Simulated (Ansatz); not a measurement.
**GaO− (singlet): the correlation ladder, aug-cc-pVTZ**

An exercise on one series of results from a longer session: the logs are not shown, and one member is left open.

The runs use Ansatz 0.2.0, Gaussian basis; aug-cc-pVTZ, core rule «outside noble gas», up to 15 orbitals frozen.

The runs, in order: UHF; CCSD(T) on RHF; BCCD(T) on RHF; CCSDT(Q) on RHF; CASSCF and MRCISD+Q, 10 electrons in 8 orbitals; CASSCF and NEVPT2, 10 electrons in 8 orbitals.

3 further runs of the same task are left out: 2 for a known fault of the program, 1 set aside as unsound or not needed.

## The geometry

The geometry is a PBE0/def2-TZVPD stationary point (not a proven minimum). No spin-orbit coupling is included. The filled d shell of Ga may be among the frozen orbitals whatever the setting's name suggests; the logs give the count.

2 atoms, charge -1, spin multiplicity 1.

Atoms are counted from 1 here; the program's logs count them from 0.

Bond lengths: O1–Ga2 1.712 Å.

Set-up of the first run:

The input, in.yaml:

```yaml
crystal:
  periodic: [false, false, false]
  atoms:
    - {symbol: O, position_ang: [0.000000, 0.000000, 0.000000]}
    - {symbol: Ga, position_ang: [0.000000, 0.000000, 1.712200]}
basis:
  gaussian: {orbitals: aug-cc-pVTZ}
total_charge: -1
magnetization: {spin_polarized: true, initial_magnetization: 0}
hamiltonian: {xc: hf}
output: {orbitals: {seedname: orbitals}}
```

Run with:

```bash
> ansatz run in.yaml --threads 1 --pin off --events-out ev --progress --plain --max-ram 4096MiB --backend cpu
```

Among the steps run: UHF; CCSD(T) on RHF; BCCD(T) on RHF; CCSDT(Q) on RHF; CASSCF and MRCISD+Q, 10 electrons in 8 orbitals; CASSCF and NEVPT2, 10 electrons in 8 orbitals.

One of the session's tables, all rows but one given; the rest of the session is left out.

| method | from RCCSDT(Q) (meV) |
| --- | --- |
| RHF | +9738.6 |
| RMP2 | +336.3 |
| RCCSD | +611.9 |
| RCCSD(T) | +56.4 |
| BCCD(T) | ? |
| RCCSDT | +60.2 |
| RCCSDT(Q) | 0 |
| CASSCF valence | +6312.0 |
| NEVPT2 valence | +1395.6 |
| MRCISD valence | +563.2 |
| MRCISD+Q valence | +139.0 |

**Question.** Estimate the row for BCCD(T).

**Answer.** from RCCSDT(Q) (meV): +43.9. In the column «from RCCSDT(Q) (meV)» it lies between RCCSDT(Q) (0) and RCCSD(T) (+56.4).
